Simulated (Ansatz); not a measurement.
# TiRh3: vibrations against volume

The task, for TiRh3: relax to small forces and stress and derive Grüneisen parameters.

Computed with Ansatz 0.2.0 (DFT PBEsol, scalar-relativistic, plane waves, PAW, unless a step's input says otherwise).

1 further run of the same task is left out (set aside as unsound or not needed). Runs told in other sessions of the task aren't counted.

## (1) Starting point

Symmetry: Pm-3m, No. 221, cubic system. Conventional cell: a = 3.800 Å, b = 3.800 Å, c = 3.800 Å, α = 90.00°, β = 90.00°, γ = 90.00°. Ti (site symmetry m-3m) is surrounded by 12 Rh at 2.69 Å. Rh (site symmetry 4/mmm) has 4 Ti at 2.69 Å and 8 Rh at 2.69 Å in its first shell of neighbours.

As a file:

```
CELL_PARAMETERS angstrom
3.79970 0.00000 0.00000
0.00000 3.79970 0.00000
0.00000 0.00000 3.79970
ATOMIC_POSITIONS crystal
Ti 0.00000 0.00000 0.00000
Rh 0.00000 0.50000 0.50000
Rh 0.50000 0.00000 0.50000
Rh 0.50000 0.50000 0.00000
```

This cell was relaxed beforehand with the same method: volume 13.71 Å³/atom, gap on the mesh none (metal).

## (2) Relaxing to 0.001 eV/Å, with the smearing for a metal

Response runs need a geometry at rest under their own mesh and occupations; hence this stricter relaxation.

Contents of input.yaml:

```yaml
crystal:
  lattice:
    - [3.7996959774, 0.0, 0.0]
    - [0.0, 3.7996959774, 0.0]
    - [0.0, 0.0, 3.7996959774]
  atoms:
    - { symbol: Ti, position: [0.0, 0.0, 0.0] }
    - { symbol: Rh, position: [0.0, 0.5, 0.5] }
    - { symbol: Rh, position: [0.5, 0.0, 0.5] }
    - { symbol: Rh, position: [0.5, 0.5, 0.0] }
basis:
  ecutwfc: 420
kpoints:
  mp_grid: { grid: [12, 12, 12] }
hamiltonian:
  xc: pbesol
scf:
  occupations: { method: fermi_dirac, width: 0.15 }
output:
  forces: true
  stress: true
  eigenvalues: true
relax:
  adjacent_minimum: "off"
  f_tol: 0.001
  max_steps: 60
  cell: { stress_tol: 0.01 }
```

The run is started by

```console
$ ansatz run input.yaml --threads 1 --pin off --max-ram 3072MiB --backend cpu --events-out ev --progress --plain --runs-dir out
```

Output, shortened:

```text
Warning: RAYON_NUM_THREADS=1 ignored (pool sized by the plan → 1); use --threads N
band count auto-derived: 39 (N_el = 63.0; filled up to band 32; 38 by the electrons, moments and atoms)
[...]
Pseudopotentials: kind: paw
Pseudopotential: Ti, paw, valence charge 12, recommended cutoff 420 eV (normal), Ti.paw.azcp
Pseudopotential: Rh, paw, valence charge 17, recommended cutoff 420 eV (normal), Rh.paw.azcp
Functional definition: PBEsol
[...]
Crystal: 4 atoms, lattice volume = 54.859 Å³
Basis set: ecut = 420 eV, 1045 PW (Γ), exchange–correlation on 54×54×54 points (8 copies of the dense FFT grid, shifted against one another)
Bands: 39, of which v1, the nominal top of the filled ones, is band 32 counted from 1 (31 counted from 0)
Symmetry: 48 space group operations
Space group: Pm-3m (ITA 221), of the structure as read, at distance tolerance 3.8e-5 Å
k-points: 84 of 1728
[...]
SCF iter   1: F=—  HF=-21492.848648 eV  |F-HF|=—  |Δ(HF+E_count)|=         —  Δρ=1.50e-2  dr2=1.61e-1  ethr=1.77e-3  ⟨swp⟩=4.7  Hψ=10099  notcnv=0
[...]
relax step   1: F+E_penalty+E_count = -21492.82898938 eV  Δ(F+E_penalty+E_count) = +0.000e0 eV  max|allowed force component| = 8.520e-29 eV/Å  Δτ_max = 0.0000 Å  P = +0.520 GPa  Ω = 54.859 Å³  (6 SCF iters, dr2 threshold 1.00e-7 eV, accepted)
[...]
SCF converged after 9 iterations
Free energy (F): -21492.829169 eV
[...]
E sigma→0 (E₀):  -21492.701852 eV
Entropy (-TS):   -0.254635 eV (-63.659 meV/atom)
Fermi energy:    20.836401 eV
[...]
--- Forces (eV/Å), atoms counted from 1 ---
  atom   1  Ti    -0.00000000     0.00000000    -0.00000000
  atom   2  Rh    -0.00000000    -0.00000000     0.00000000
  atom   3  Rh     0.00000000     0.00000000     0.00000000
  atom   4  Rh     0.00000000     0.00000000     0.00000000
[...]
--- Stress (GPa, compression-positive) ---
       -0.001589      -0.000000      -0.000000
       -0.000000      -0.001589      -0.000000
       -0.000000       0.000000      -0.001589
  P = ⅓ Tr σ = -0.0016 GPa (-0.016 kbar)
--- Band table (eV; the first three rows and the last of 84) ---
[...]
--- Relaxed structure (3 steps of the walk, 3 accepted, 1 SCFs on fresh bases) ---
  F+E_penalty+E_count = -21492.82916901 eV   max|allowed force component| = 1.335e-29 eV/Å   (the final SCF, on the basis selected at the relaxed cell)
  cell:  # Å, volume = 54.9699 Å³
    - [3.802257815860379, 5.777789833161707e-34, 0.0]
    - [5.777789833161707e-34, 3.802257815860379, 8.024708101613482e-36]
    - [-6.419766481290786e-35, 8.024708101613482e-36, 3.802257815860379]
  atoms:
    - { symbol: Ti, position: [-8.199385193092497e-47, 2.474922957835518e-38, -1.3199589107291615e-37] }
    - { symbol: Rh, position: [3.7580408206251317e-47, 0.5, 0.5] }
    - { symbol: Rh, position: [0.5, -1.0724666149803992e-37, 0.5] }
    - { symbol: Rh, position: [0.5, 0.5, -1.9799383661279562e-37] }
```

Run time: 44 s. Hardware: 1 thread of Arm Neoverse V1, shared host; peak memory 0.43 GiB.

The steps of the relaxation:

| step | energy from step 1 (eV/cell) | largest force component (eV/Å) | pressure (GPa) | volume (Å³) |
| --- | --- | --- | --- | --- |
| 1 | 0.0000 | 0.0000 | 0.52 | 54.86 |
| 2 | 0.0000 | 0.0000 | -0.40 | 55.05 |
| 3 | -0.0001 | 0.0000 | 0.00 | 54.97 |
| 4 | -0.0002 | 0.0000 | 0.00 | 54.97 |

Step 1 is the start. Step 4 repeats the geometry before it on a plane-wave basis chosen anew for that cell, so its energy need not be comparable with the rows above.

|  | before | after | change |
| --- | --- | --- | --- |
| a (Å) | 3.800 | 3.802 | +0.1 % |
| b (Å) | 3.800 | 3.802 | +0.1 % |
| c (Å) | 3.800 | 3.802 | +0.1 % |
| volume (Å³/atom) | 13.71 | 13.74 | +0.2 % |
| shortest distance (Å) | 2.687 | 2.689 | +0.1 % |
| space group (0.01 Å) | Pm-3m | Pm-3m | same |

The run keeps the 48 symmetry operations of the start, so it could not have lowered the symmetry.

## (3) Phonons at Γ, at rest

Contents of input.yaml:

```yaml
crystal:
  lattice:
    - [3.8022578159, 0.0, 0.0]
    - [0.0, 3.8022578159, 0.0]
    - [0.0, 0.0, 3.8022578159]
  atoms:
    - { symbol: Ti, position: [0.0, 0.0, 0.0] }
    - { symbol: Rh, position: [0.0, 0.5, 0.5] }
    - { symbol: Rh, position: [0.5, 0.0, 0.5] }
    - { symbol: Rh, position: [0.5, 0.5, 0.0] }
basis:
  ecutwfc: 420
kpoints:
  mp_grid: { grid: [12, 12, 12] }
hamiltonian:
  xc: pbesol
scf:
  occupations: { method: fermi_dirac, width: 0.15 }
output:
  eigenvalues: true
phonons:
  method: dfpt
  eigenvectors: true
```

The run is started by

```console
$ ansatz run input.yaml --threads 1 --pin off --max-ram 3072MiB --backend cpu --events-out ev --progress --plain --runs-dir out
```

Output, shortened:

```text
Warning: RAYON_NUM_THREADS=1 ignored (pool sized by the plan → 1); use --threads N
band count auto-derived: 39 (N_el = 63.0; filled up to band 32; 38 by the electrons, moments and atoms)
zone centre: on kpoints.mp_grid the ground state, and the responses unless they are solved on pairs of k-points, stand on 343 of the mesh's 1728 k-points, reduced under 8 symmetry operations, with k and −k counted as one. Each operation leaves every solved displacement unchanged or reverses it
[...]
[... 4 set-up lines as earlier in the session ...]
[...]
Crystal: 4 atoms, lattice volume = 54.970 Å³
Basis set: ecut = 420 eV, 1045 PW (Γ), exchange–correlation on 54×54×54 points (8 copies of the dense FFT grid, shifted against one another)
[...]
SCF iter   9: F=-21492.829169 eV  HF=-21492.829169 eV  |F-HF|=1.09e-11  |Δ(HF+E_count)|=  5.46e-11  Δρ=1.42e-7  dr2=9.00e-12  ethr=1.00e-12  ⟨swp⟩=4.4  Hψ=56175  notcnv=0
[...]
SCF converged after 9 iterations
Free energy (F): -21492.829169 eV
[...]
E sigma→0 (E₀):  -21492.701852 eV
Entropy (-TS):   -0.254635 eV (-63.659 meV/atom)
Fermi energy:    20.836401 eV
[...]
--- Band table (eV; the first three rows and the last of 343) ---
[...]
--- Phonons (Γ-DFPT): 3 representative perturbations + reference, on 343 of 1728 k-points (Σ response iterations 11) ---
  k mesh reduced under 8 symmetry operations, with k and −k counted as one. Each operation leaves every solved displacement unchanged or reverses it
  ASR residual: 2.611e-3 → 0.000e0 eV/Å²; symmetrization residual: 1.967e-6 eV/Å²
  ASR residual per site (eV/Å²): 2.61e-3 6.37e-4 6.37e-4 6.37e-4
  Γ frequencies (cm⁻¹): 0.00 0.00 0.00 170.24 170.24 170.24 182.22 182.22 182.22 224.96 224.96 224.96
  non-analytic LO–TO correction: not included (Born effective charges unavailable; polar crystals: no LO–TO splitting at Γ)
```

It took 7.1 min on 1 thread of Arm Neoverse V1, shared host; peak memory 2.2 GiB.

Optical levels at the zone centre, without the three acoustic modes (i: imaginary):

| cm⁻¹ | modes |
| --- | --- |
| 170 | 3 |
| 182 | 3 |
| 225 | 3 |

Displacements in the lowest optical mode (170 cm⁻¹), eigenvector over the root of the mass, scaled so that the longest move is 1. It is one member of a degenerate level, so its direction within the level is arbitrary.

| atom | x | y | z |
| --- | --- | --- | --- |
| Ti1 | 0.00 | 0.00 | 0.00 |
| Rh2 | 0.00 | -0.34 | 0.94 |
| Rh3 | 0.00 | 0.00 | -0.94 |
| Rh4 | 0.00 | 0.34 | 0.00 |

Displacements in the highest mode (225 cm⁻¹), eigenvector over the root of the mass, scaled so that the longest move is 1. It is one member of a degenerate level, so its direction within the level is arbitrary.

| atom | x | y | z |
| --- | --- | --- | --- |
| Ti1 | 0.00 | 0.24 | -0.74 |
| Rh2 | 0.00 | -0.21 | 0.66 |
| Rh3 | 0.00 | 0.32 | 0.66 |
| Rh4 | 0.00 | -0.21 | -0.98 |

## (4) The cell at 0.98 of its volume

input.yaml: that of step 3 with these lines changed.

```diff
@@ -2,5 +2,5 @@
   lattice:
-    - [3.8022578159, 0.0, 0.0]
-    - [0.0, 3.8022578159, 0.0]
-    - [0.0, 0.0, 3.8022578159]
+    - [3.7767385381, 0.0, 0.0]
+    - [0.0, 3.7767385381, 0.0]
+    - [0.0, 0.0, 3.7767385381]
   atoms:
@@ -19,5 +19,4 @@
 output:
+  forces: true
+  stress: true
   eigenvalues: true
-phonons:
-  method: dfpt
-  eigenvectors: true
```

The run is started by

```console
$ ansatz run input.yaml --threads 1 --pin off --max-ram 3072MiB --backend cpu --events-out ev --progress --plain --runs-dir out
```

Output, shortened:

```text
Warning: RAYON_NUM_THREADS=1 ignored (pool sized by the plan → 1); use --threads N
band count auto-derived: 39 (N_el = 63.0; filled up to band 32; 38 by the electrons, moments and atoms)
[...]
[... 4 set-up lines as earlier in the session ...]
[...]
Crystal: 4 atoms, lattice volume = 53.870 Å³
Basis set: ecut = 420 eV, 1021 PW (Γ), exchange–correlation on 54×54×54 points (8 copies of the dense FFT grid, shifted against one another)
Bands: 39, of which v1, the nominal top of the filled ones, is band 32 counted from 1 (31 counted from 0)
[... 2 set-up lines as earlier in the session ...]
k-points: 84 of 1728
[...]
SCF iter   1: F=—  HF=-21492.831020 eV  |F-HF|=—  |Δ(HF+E_count)|=         —  Δρ=1.52e-2  dr2=1.62e-1  ethr=1.77e-3  ⟨swp⟩=4.9  Hψ=10186  notcnv=0
[...]
SCF iter   6: F=-21492.810854 eV  HF=-21492.810854 eV  |F-HF|=3.85e-8  |Δ(HF+E_count)|=   2.14e-7  Δρ=1.27e-5  dr2=7.17e-8  ethr=1.59e-10  ⟨swp⟩=5.1  Hψ=12300  notcnv=0
[...]
SCF converged after 6 iterations
Free energy (F): -21492.810854 eV
[...]
E sigma→0 (E₀):  -21492.687164 eV
Entropy (-TS):   -0.247381 eV (-61.845 meV/atom)
Fermi energy:    21.364423 eV
[...]
--- Forces (eV/Å), atoms counted from 1 ---
  atom   1  Ti     0.00000000     0.00000000    -0.00000000
  atom   2  Rh     0.00000000    -0.00000000     0.00000000
  atom   3  Rh     0.00000000    -0.00000000     0.00000000
  atom   4  Rh     0.00000000    -0.00000000     0.00000000
[...]
--- Stress (GPa, compression-positive) ---
        5.445483       0.000000       0.000000
       -0.000000       5.445483       0.000000
        0.000000       0.000000       5.445483
  P = ⅓ Tr σ = 5.4455 GPa (54.455 kbar)
--- Band table (eV; the first three rows and the last of 84) ---
[...]
```

Wall time 10 s (1 thread of Arm Neoverse V1, shared host); peak memory 0.4 GiB.

## (5) Phonons at Γ at 0.98 V

input.yaml: that of step 4 with these lines changed.

```diff
@@ -19,4 +19,5 @@
 output:
-  forces: true
-  stress: true
   eigenvalues: true
+phonons:
+  method: dfpt
+  eigenvectors: true
```

The run is started by

```console
$ ansatz run input.yaml --threads 1 --pin off --max-ram 3072MiB --backend cpu --events-out ev --progress --plain --runs-dir out
```

Output, shortened:

```text
Warning: RAYON_NUM_THREADS=1 ignored (pool sized by the plan → 1); use --threads N
band count auto-derived: 39 (N_el = 63.0; filled up to band 32; 38 by the electrons, moments and atoms)
zone centre: on kpoints.mp_grid the ground state, and the responses unless they are solved on pairs of k-points, stand on 343 of the mesh's 1728 k-points, reduced under 8 symmetry operations, with k and −k counted as one. Each operation leaves every solved displacement unchanged or reverses it
[...]
[... 4 set-up lines as earlier in the session ...]
[...]
Crystal: 4 atoms, lattice volume = 53.870 Å³
Basis set: ecut = 420 eV, 1021 PW (Γ), exchange–correlation on 54×54×54 points (8 copies of the dense FFT grid, shifted against one another)
[...]
SCF converged after 9 iterations
Free energy (F): -21492.810854 eV
[...]
E sigma→0 (E₀):  -21492.687164 eV
Entropy (-TS):   -0.247381 eV (-61.845 meV/atom)
Fermi energy:    21.364474 eV
[...]
--- Band table (eV; the first three rows and the last of 343) ---
[...]
--- Phonons (Γ-DFPT): 3 representative perturbations + reference, on 343 of 1728 k-points (Σ response iterations 11) ---
  k mesh reduced under 8 symmetry operations, with k and −k counted as one. Each operation leaves every solved displacement unchanged or reverses it
  ASR residual: 6.918e-3 → 0.000e0 eV/Å²; symmetrization residual: 2.416e-6 eV/Å²
  ASR residual per site (eV/Å²): 6.92e-3 1.48e-3 1.48e-3 1.48e-3
  Γ frequencies (cm⁻¹): 0.00 0.00 0.00 177.85 177.85 177.85 192.74 192.74 192.74 237.73 237.73 237.73
  non-analytic LO–TO correction: not included (Born effective charges unavailable; polar crystals: no LO–TO splitting at Γ)
```

Run time: 6.8 min. Hardware: 1 thread of Arm Neoverse V1, shared host; peak memory 2.1 GiB.

The optical modes at Γ, the three translations left out (i: imaginary):

| cm⁻¹ | modes |
| --- | --- |
| 178 | 3 |
| 193 | 3 |
| 238 | 3 |

## (6) The cell at 1.02 of its volume

input.yaml: that of step 5 with these lines changed.

```diff
@@ -2,5 +2,5 @@
   lattice:
-    - [3.7767385381, 0.0, 0.0]
-    - [0.0, 3.7767385381, 0.0]
-    - [0.0, 0.0, 3.7767385381]
+    - [3.827439065, 0.0, 0.0]
+    - [0.0, 3.827439065, 0.0]
+    - [0.0, 0.0, 3.827439065]
   atoms:
@@ -19,5 +19,4 @@
 output:
+  forces: true
+  stress: true
   eigenvalues: true
-phonons:
-  method: dfpt
-  eigenvectors: true
```

The run is started by

```console
$ ansatz run input.yaml --threads 1 --pin off --max-ram 3072MiB --backend cpu --events-out ev --progress --plain --runs-dir out
```

Output, shortened:

```text
Warning: RAYON_NUM_THREADS=1 ignored (pool sized by the plan → 1); use --threads N
band count auto-derived: 39 (N_el = 63.0; filled up to band 32; 38 by the electrons, moments and atoms)
[...]
[... 4 set-up lines as earlier in the session ...]
[...]
Crystal: 4 atoms, lattice volume = 56.069 Å³
Basis set: ecut = 420 eV, 1045 PW (Γ), exchange–correlation on 54×54×54 points (8 copies of the dense FFT grid, shifted against one another)
Bands: 39, of which v1, the nominal top of the filled ones, is band 32 counted from 1 (31 counted from 0)
[... 2 set-up lines as earlier in the session ...]
k-points: 84 of 1728
[...]
SCF iter   1: F=—  HF=-21492.831744 eV  |F-HF|=—  |Δ(HF+E_count)|=         —  Δρ=1.48e-2  dr2=1.62e-1  ethr=1.77e-3  ⟨swp⟩=4.4  Hψ=10035  notcnv=0
[...]
SCF iter   6: F=-21492.812192 eV  HF=-21492.812192 eV  |F-HF|=3.64e-8  |Δ(HF+E_count)|=   2.33e-7  Δρ=1.21e-5  dr2=7.18e-8  ethr=1.59e-10  ⟨swp⟩=5.1  Hψ=12734  notcnv=0
[...]
SCF converged after 6 iterations
Free energy (F): -21492.812192 eV
[...]
E sigma→0 (E₀):  -21492.681197 eV
Entropy (-TS):   -0.261991 eV (-65.498 meV/atom)
Fermi energy:    20.329054 eV
[...]
--- Forces (eV/Å), atoms counted from 1 ---
  atom   1  Ti     0.00000000    -0.00000000     0.00000000
  atom   2  Rh     0.00000000     0.00000000    -0.00000000
  atom   3  Rh     0.00000000    -0.00000000     0.00000000
  atom   4  Rh     0.00000000     0.00000000     0.00000000
[...]
--- Stress (GPa, compression-positive) ---
       -4.851453       0.000000      -0.000000
        0.000000      -4.851453       0.000000
        0.000000       0.000000      -4.851453
  P = ⅓ Tr σ = -4.8515 GPa (-48.515 kbar)
--- Band table (eV; the first three rows and the last of 84) ---
[...]
```

Wall time 9.1 s (1 thread of Arm Neoverse V1, shared host); peak memory 0.41 GiB.

## (7) Phonons at Γ at 1.02 V

input.yaml: that of step 6 with these lines changed.

```diff
@@ -19,4 +19,5 @@
 output:
-  forces: true
-  stress: true
   eigenvalues: true
+phonons:
+  method: dfpt
+  eigenvectors: true
```

The run is started by

```console
$ ansatz run input.yaml --threads 1 --pin off --max-ram 3072MiB --backend cpu --events-out ev --progress --plain --runs-dir out
```

Output, shortened:

```text
Warning: RAYON_NUM_THREADS=1 ignored (pool sized by the plan → 1); use --threads N
band count auto-derived: 39 (N_el = 63.0; filled up to band 32; 38 by the electrons, moments and atoms)
zone centre: on kpoints.mp_grid the ground state, and the responses unless they are solved on pairs of k-points, stand on 343 of the mesh's 1728 k-points, reduced under 8 symmetry operations, with k and −k counted as one. Each operation leaves every solved displacement unchanged or reverses it
[...]
[... 4 set-up lines as earlier in the session ...]
[...]
Crystal: 4 atoms, lattice volume = 56.069 Å³
Basis set: ecut = 420 eV, 1045 PW (Γ), exchange–correlation on 54×54×54 points (8 copies of the dense FFT grid, shifted against one another)
[...]
SCF iter   9: F=-21492.812192 eV  HF=-21492.812192 eV  |F-HF|=0.00e0  |Δ(HF+E_count)|=  6.55e-11  Δρ=1.45e-7  dr2=9.65e-12  ethr=1.00e-12  ⟨swp⟩=4.4  Hψ=57171  notcnv=0
[...]
SCF converged after 9 iterations
Free energy (F): -21492.812192 eV
[...]
E sigma→0 (E₀):  -21492.681197 eV
Entropy (-TS):   -0.261991 eV (-65.498 meV/atom)
Fermi energy:    20.329103 eV
[...]
--- Band table (eV; the first three rows and the last of 343) ---
[...]
--- Phonons (Γ-DFPT): 3 representative perturbations + reference, on 343 of 1728 k-points (Σ response iterations 11) ---
  k mesh reduced under 8 symmetry operations, with k and −k counted as one. Each operation leaves every solved displacement unchanged or reverses it
  ASR residual: 2.705e-3 → 0.000e0 eV/Å²; symmetrization residual: 2.417e-6 eV/Å²
  ASR residual per site (eV/Å²): 2.71e-3 6.47e-4 6.47e-4 6.47e-4
  Γ frequencies (cm⁻¹): 0.00 0.00 0.00 162.83 162.83 162.83 171.69 171.69 171.69 212.66 212.66 212.66
  non-analytic LO–TO correction: not included (Born effective charges unavailable; polar crystals: no LO–TO splitting at Γ)
```

Wall time 7.1 min (1 thread of Arm Neoverse V1, shared host); peak memory 2.2 GiB.

The optical modes at Γ, the three translations left out (i: imaginary):

| cm⁻¹ | THz | modes |
| --- | --- | --- |
| 163 | 4.88 | 3 |
| 172 | 5.15 | 3 |
| 213 | 6.38 | 3 |

## (8) Mode Grüneisen parameters

γ = −d ln ν / d ln V from the cells at 0.98 and 1.02 of the volume, modes matched by rank (crossings can mismatch them); frequencies in cm⁻¹:

| 0.98 V | V | 1.02 V | γ |
| --- | --- | --- | --- |
| 178 | 170 | 163 | 2.21 |
| 193 | 182 | 172 | 2.89 |
| 238 | 225 | 213 | 2.79 |

The strained cells stand under 5.45 and -4.85 GPa, so B = −dP/d ln V ≈ 257 GPa.

## (9) Results

```
                           quantity                    value
                 optical modes at Γ          170 to 225 cm⁻¹
       optical modes at Γ at 0.98 V          178 to 238 cm⁻¹
       optical modes at Γ at 1.02 V          163 to 213 cm⁻¹
bulk modulus from the two pressures                  257 GPa
          mode Grüneisen parameters  2.21 to 2.89, mean 2.63
```

No zone-centre mode is imaginary. That tests stability at Γ alone. Every real mode has a positive γ; these are zone-centre modes alone. In a metal such response values depend on mesh and smearing, which were not converged here.
